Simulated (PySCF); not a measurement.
**Lu³³⁺, Lu³⁴⁺: ionisation energy in even-tempered 19s14p9d4f3g**

Aim: the ionisation energy of lutetium from differences of total energies, at each level of theory, and how far each lands from the tabulated value where there is one.

Program: PySCF 2.14.0. Level of theory: unrestricted determinants in a Gaussian basis, no spin-orbit coupling in the energies. These are calculated values, not measurements, unless marked.

## (1) The atom as given

| Item | Value |
| --- | --- |
| Element | lutetium (Z = 71) |
| Basis | an uncontracted even-tempered set (19 s from 3 bohr⁻², ratio 2.5; 14 p from 3.9 bohr⁻², ratio 2.5; 9 d from 3.9 bohr⁻², ratio 2.5; 4 f from 16 bohr⁻², ratio 2.7; 3 g from 24 bohr⁻², ratio 2.7) |
| Hamiltonian | scalar relativity by spin-free X2C-1e |
| State 1 | Lu³³⁺: [Kr] 4d2, high-spin 3F determinant |
| State 2 | Lu³⁴⁺: [Kr] 4d1, 2D determinant |
| Methods | UHF, LDA, PBE, PBE0, r2SCAN, MP2 |
| Core shells frozen in the correlated runs | outer shells: [Ar] 3d10 (for Lu³³⁺) |

Outer shells as boxes (Hund's rule):

Lu33+ [Kr] 4d2
```
[Kr] core
4d [↑ ][↑ ][  ][  ][  ]
```

Lu34+ [Kr] 4d1
```
[Kr] core
4d [↑ ][  ][  ][  ][  ]
```

The runs were made by one driver on top of PySCF. The scripts below sum up each run's settings (the driver also hands on starting orbitals that pick excited configurations, and frozen orbitals as a list rather than a count), and the logs come from the driver's own runs. The driver starts from symmetry-adapted Hartree-Fock orbitals, holds the occupation by maximum overlap and uses a logarithmic radial grid for functionals, so a plain start would take other cycles.

It was started by

```bash
$ OMP_NUM_THREADS=2 python atomrun2.py TASK.json OUT
```

The integrals over 161 functions and the set-up took 1.1 s of CPU time.

## (2) Lu³³⁺: the ladder of methods

UHF:

File input.py:

```python
from pyscf import gto, scf, dft, mp, cc
mol = gto.M(atom="Lu 0 0 0", charge=33, spin=2, symmetry="D2h",
            basis=gto.etbs([(0, 19, 3, 2.5), (1, 14, 3.9, 2.5), (2, 9, 3.9, 2.5), (3, 4, 16, 2.7), (4, 3, 24, 2.7)]),
            nucmod="G")
mf = scf.UHF(mol).sfx2c1e()
mf.irrep_nelec = {'Ag': (7, 6), 'B1g': (2, 1), 'B2g': (1, 1), 'B3g': (1, 1), 'B1u': (3, 3), 'B2u': (3, 3), 'B3u': (3, 3)}
mf.kernel()
```

LDA:

input.py differs from the last one in:

```diff
@@ -4,3 +4,3 @@
             nucmod="G")
-mf = scf.UHF(mol).sfx2c1e()
+mf = dft.UKS(mol, xc="LDA,VWN").sfx2c1e()
 mf.irrep_nelec = {'Ag': (7, 6), 'B1g': (2, 1), 'B2g': (1, 1), 'B3g': (1, 1), 'B1u': (3, 3), 'B2u': (3, 3), 'B3u': (3, 3)}
```

PBE:

input.py differs from the last one in:

```diff
@@ -4,3 +4,3 @@
             nucmod="G")
-mf = dft.UKS(mol, xc="LDA,VWN").sfx2c1e()
+mf = dft.UKS(mol, xc="PBE").sfx2c1e()
 mf.irrep_nelec = {'Ag': (7, 6), 'B1g': (2, 1), 'B2g': (1, 1), 'B3g': (1, 1), 'B1u': (3, 3), 'B2u': (3, 3), 'B3u': (3, 3)}
```

PBE0:

input.py differs from the last one in:

```diff
@@ -4,3 +4,3 @@
             nucmod="G")
-mf = dft.UKS(mol, xc="PBE").sfx2c1e()
+mf = dft.UKS(mol, xc="PBE0").sfx2c1e()
 mf.irrep_nelec = {'Ag': (7, 6), 'B1g': (2, 1), 'B2g': (1, 1), 'B3g': (1, 1), 'B1u': (3, 3), 'B2u': (3, 3), 'B3u': (3, 3)}
```

r2SCAN:

input.py differs from the last one in:

```diff
@@ -4,3 +4,3 @@
             nucmod="G")
-mf = dft.UKS(mol, xc="PBE0").sfx2c1e()
+mf = dft.UKS(mol, xc="R2SCAN").sfx2c1e()
 mf.irrep_nelec = {'Ag': (7, 6), 'B1g': (2, 1), 'B2g': (1, 1), 'B3g': (1, 1), 'B1u': (3, 3), 'B2u': (3, 3), 'B3u': (3, 3)}
```

MP2 (outer shells):

input.py differs from the last one in:

```diff
@@ -4,4 +4,5 @@
             nucmod="G")
-mf = dft.UKS(mol, xc="R2SCAN").sfx2c1e()
+mf = scf.UHF(mol).sfx2c1e()
 mf.irrep_nelec = {'Ag': (7, 6), 'B1g': (2, 1), 'B2g': (1, 1), 'B3g': (1, 1), 'B1u': (3, 3), 'B2u': (3, 3), 'B3u': (3, 3)}
 mf.kernel()
+mp.UMP2(mf, frozen=14).kernel()
```

## (3) Lu³⁴⁺

UHF:

File input.py:

```python
from pyscf import gto, scf, dft, mp, cc
mol = gto.M(atom="Lu 0 0 0", charge=34, spin=1, symmetry="D2h",
            basis=gto.etbs([(0, 19, 3, 2.5), (1, 14, 3.9, 2.5), (2, 9, 3.9, 2.5), (3, 4, 16, 2.7), (4, 3, 24, 2.7)]),
            nucmod="G")
mf = scf.UHF(mol).sfx2c1e()
mf.irrep_nelec = {'Ag': (6, 6), 'B1g': (2, 1), 'B2g': (1, 1), 'B3g': (1, 1), 'B1u': (3, 3), 'B2u': (3, 3), 'B3u': (3, 3)}
mf.kernel()
```

LDA:

input.py differs from the last one in:

```diff
@@ -4,3 +4,3 @@
             nucmod="G")
-mf = scf.UHF(mol).sfx2c1e()
+mf = dft.UKS(mol, xc="LDA,VWN").sfx2c1e()
 mf.irrep_nelec = {'Ag': (6, 6), 'B1g': (2, 1), 'B2g': (1, 1), 'B3g': (1, 1), 'B1u': (3, 3), 'B2u': (3, 3), 'B3u': (3, 3)}
```

PBE:

input.py differs from the last one in:

```diff
@@ -4,3 +4,3 @@
             nucmod="G")
-mf = dft.UKS(mol, xc="LDA,VWN").sfx2c1e()
+mf = dft.UKS(mol, xc="PBE").sfx2c1e()
 mf.irrep_nelec = {'Ag': (6, 6), 'B1g': (2, 1), 'B2g': (1, 1), 'B3g': (1, 1), 'B1u': (3, 3), 'B2u': (3, 3), 'B3u': (3, 3)}
```

PBE0:

input.py differs from the last one in:

```diff
@@ -4,3 +4,3 @@
             nucmod="G")
-mf = dft.UKS(mol, xc="PBE").sfx2c1e()
+mf = dft.UKS(mol, xc="PBE0").sfx2c1e()
 mf.irrep_nelec = {'Ag': (6, 6), 'B1g': (2, 1), 'B2g': (1, 1), 'B3g': (1, 1), 'B1u': (3, 3), 'B2u': (3, 3), 'B3u': (3, 3)}
```

r2SCAN:

input.py differs from the last one in:

```diff
@@ -4,3 +4,3 @@
             nucmod="G")
-mf = dft.UKS(mol, xc="PBE0").sfx2c1e()
+mf = dft.UKS(mol, xc="R2SCAN").sfx2c1e()
 mf.irrep_nelec = {'Ag': (6, 6), 'B1g': (2, 1), 'B2g': (1, 1), 'B3g': (1, 1), 'B1u': (3, 3), 'B2u': (3, 3), 'B3u': (3, 3)}
```

MP2 (outer shells):

input.py differs from the last one in:

```diff
@@ -4,4 +4,5 @@
             nucmod="G")
-mf = dft.UKS(mol, xc="R2SCAN").sfx2c1e()
+mf = scf.UHF(mol).sfx2c1e()
 mf.irrep_nelec = {'Ag': (6, 6), 'B1g': (2, 1), 'B2g': (1, 1), 'B3g': (1, 1), 'B1u': (3, 3), 'B2u': (3, 3), 'B3u': (3, 3)}
 mf.kernel()
+mp.UMP2(mf, frozen=14).kernel()
```

**Question.** What will these runs give?

As calculated:

| quantity | value |
| --- | --- |
| ionisation energy, Lu³³⁺ | UHF 1337.8, MP2 (outer shells) 1337.7 eV; reference 1345 ± 5 |

In words: The methods span 1.593 eV, from SCS-MP2 (outer shells) (1337.7) to PBE0 (1339.3). The reference is uncertain or not like for like (spin-orbit coupling or other relativistic terms), so no ranking of close methods is drawn. All values hold for this basis alone; no basis-set limit was taken.
